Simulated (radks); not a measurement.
# Tl³⁺ in [Kr] 4d10 4f14 5s2 5p4 5d10 5f2: an all-electron calculation

An exercise on one series of results from a longer session: the logs are not shown, and one member is left open.

Method: scalar-relativistic Kohn-Sham, BLYP, spin-unpolarised, spherical densities, finite nucleus. Code: radks (a radial shooting solver on a logarithmic mesh, Libxc functionals) version 1.

## What is computed

| Item | Value |
| --- | --- |
| element | thallium (Z = 81) |
| charge | +3 |
| electrons | 78 |
| configuration | [Kr] 4d10 4f14 5s2 5p4 5d10 5f2 |
| nuclear rms radius | 5.4759 fm |

Outer shells as boxes (Hund's rule):

Tl³⁺
```
[Kr] core
4d [↑↓][↑↓][↑↓][↑↓][↑↓]
4f [↑↓][↑↓][↑↓][↑↓][↑↓][↑↓][↑↓]
5s [↑↓]
5p [↑↓][↑ ][↑ ]
5d [↑↓][↑↓][↑↓][↑↓][↑↓]
5f [↑ ][↑ ][  ][  ][  ][  ][  ]
```

The first run:

The run's settings:

```text
Z 81
configuration [Kr] 4d10 4f14 5s2 5p4 5d10 5f2
relativity scalar-relativistic
functional b88,lyp
spin unpolarised
nucleus finite rms 5.4759 fm
c 137.035999084
```

Steps of the session up to this table: Self-consistent calculation.

One table of the session follows, with a row left open; its other results are not shown here.

It belongs to the step «Radial structure». Sizes of the orbitals, from the radial functions (bohr):

| level | <r> | outermost maximum (interpolated) | 90 % within | nodes |
| --- | --- | --- | --- | --- |
| 1s | 0.01632 | 0.0100 | 0.0299 | 0 |
| 2s | 0.06876 | 0.0581 | 0.107 | 1 |
| 2p | 0.06234 | 0.0483 | 0.102 | 0 |
| 3s | 0.1776 | 0.164 | 0.260 | 2 |
| 3p | 0.1793 | 0.164 | 0.268 | 1 |
| 3d | 0.1624 | 0.133 | 0.252 | 0 |
| 4s | 0.3916 | 0.369 | 0.561 | 3 |
| 4p | 0.4175 | 0.389 | 0.605 | 2 |
| 4d | 0.4394 | 0.395 | 0.654 | 1 |
| 5s | 0.8674 | 0.804 | 1.23 | 4 |
| 4f | 0.4657 | 0.358 | 0.741 | 0 |
| 5p | 0.9858 | 0.896 | 1.42 | 3 |
| 5d | 1.257 | 1.08 | 1.87 | 2 |
| 5f | ? | ? | ? | ? |

Q: Estimate the row for 5f from the others.

The run gave: <r>: 3.066; outermost maximum (interpolated): 2.51; 90 % within: 4.81; nodes: 1. In the column «<r>» it is the highest.
